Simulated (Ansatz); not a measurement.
# BCl3 on WC(001): molecular dynamics

The plan is to shoot the molecule at the surface and see whether it bounces, sticks or breaks. Runs: 220 steps of 1.5 fs at constant energy. The slab cell is 2×2, and the molecule starts well above it. It comes in with 20 eV at 20° from the normal, on a surface at rest.

The COD cell was measured well above room temperature, so it is larger than a cold one.

Method: DFT PBE+D3(BJ), plane waves, PAW, scalar-relativistic, no spin polarisation, in Ansatz 0.2.0.

## (1) The starting structure

The cell holds 28 atoms (C12BCl3W12): a = 5.811 Å, b = 5.811 Å, c = 20.100 Å, α = 90.00°, β = 90.00°, γ = 120.00°.

Its coordinates follow in the input file.

## (2) Dynamics

220 steps of 1.5 fs at constant energy.

Contents of input.yaml:

```yaml
accuracy: low
crystal:
  lattice:
    - [5.8108, 0.0, 0.0]
    - [-2.9054, 5.0323, 0.0]
    - [0.0, 0.0, 20.100375]
  atoms:
    - { symbol: W, position: [0.0, 0.0, 0.0497503] }
    - { symbol: C, position: [0.3333333, 0.1666667, 0.1203995] }
    - { symbol: W, position: [0.0, 0.0, 0.1910487] }
    - { symbol: C, position: [0.3333333, 0.1666667, 0.2616979] }
    - { symbol: W, position: [0.0, 0.0, 0.332347] }
    - { symbol: C, position: [0.3333333, 0.1666667, 0.4029962] }
    - { symbol: W, position: [0.0, 0.5, 0.0497503] }
    - { symbol: C, position: [0.3333333, 0.6666667, 0.1203995] }
    - { symbol: W, position: [0.0, 0.5, 0.1910487] }
    - { symbol: C, position: [0.3333333, 0.6666667, 0.2616979] }
    - { symbol: W, position: [0.0, 0.5, 0.332347] }
    - { symbol: C, position: [0.3333333, 0.6666667, 0.4029962] }
    - { symbol: W, position: [0.5, 0.0, 0.0497503] }
    - { symbol: C, position: [0.8333333, 0.1666667, 0.1203995] }
    - { symbol: W, position: [0.5, 0.0, 0.1910487] }
    - { symbol: C, position: [0.8333333, 0.1666667, 0.2616979] }
    - { symbol: W, position: [0.5, 0.0, 0.332347] }
    - { symbol: C, position: [0.8333333, 0.1666667, 0.4029962] }
    - { symbol: W, position: [0.5, 0.5, 0.0497503] }
    - { symbol: C, position: [0.8333333, 0.6666667, 0.1203995] }
    - { symbol: W, position: [0.5, 0.5, 0.1910487] }
    - { symbol: C, position: [0.8333333, 0.6666667, 0.2616979] }
    - { symbol: W, position: [0.5, 0.5, 0.332347] }
    - { symbol: C, position: [0.8333333, 0.6666667, 0.4029962] }
    - { symbol: B, position: [0.0054727, 0.5056132, 0.6406001] }
    - { symbol: Cl, position: [-0.2271418, 0.6108543, 0.653585] }
    - { symbol: Cl, position: [-0.0997619, 0.1677661, 0.653585] }
    - { symbol: Cl, position: [0.3433217, 0.7382193, 0.653585] }
basis:
  ecutwfc: 420.0
kpoints:
  mp_grid: { grid: [2, 2, 1] }
hamiltonian:
  xc: pbe
  dispersion: d3bj
  pseudopotentials: { kind: paw, azcp: { folder: soft_1 } }
scf:
  occupations: { method: fermi_dirac, width: 0.15 }
  lower_state_search: "off"
md:
  timestep: 1.5
  n_steps: 220
  ensemble: nve
  initial_velocities: zero
  seed: 484678
  initial_site_velocities:
    - { site: 24, velocity: [0.01963, 0.0, -0.053933] }
    - { site: 25, velocity: [0.01963, 0.0, -0.053933] }
    - { site: 26, velocity: [0.01963, 0.0, -0.053933] }
    - { site: 27, velocity: [0.01963, 0.0, -0.053933] }
  constraints: [{ sites: [0, 1, 6, 7, 12, 13, 18, 19] }]
```

Command:

```console
$ ansatz run input.yaml --threads 2 --pin off --max-ram 5120MiB --backend cpu --events-out ev --progress --plain --runs-dir out
```

What does the calculation give? Wanted: lowest height of the centre of mass; shortest distance to a slab atom; temperature, first and last step; temperature, second half; potential energy, second half; largest change of the total energy; mean square displacement, second half.

As calculated:

| quantity | value |
| --- | --- |
| lowest height of the centre of mass | 0.85 Å over the top layer's first level, at 88.5 fs |
| shortest distance to a slab atom | 1.22 Å |
| length | 220 steps of 1.5 fs |
| temperature, first and last step | 7736 and 5803 K |
| temperature, second half | mean 5688 K, from 4086 to 6645 K |
| potential energy, second half | +189 meV/atom from the start |
| largest change of the total energy | 2.38 meV/atom |
| mean square displacement, second half | B 26.7, Cl 19.6, C 0.846, W 0.121 Å² |

What this shows: The molecule's centre of mass comes down from 5.01 Å to 0.85 Å and is back at 7.25 Å, still moving away, when the run ends: it was reflected. Its shortest distance to a slab atom is 1.22 Å. The total energy strays from its start by at most 2.38 meV/atom, 0.4 % of the mean kinetic energy, so a step of 1.5 fs is short enough over this time. The bonding pattern changes, first at 64.5 fs: C12–B25 forms. The printed temperature only measures the kinetic energy here. 330 fs on 28 atoms is far too short and small for converged averages. The settings are cheap ones for dynamics (low accuracy level or one k-point).
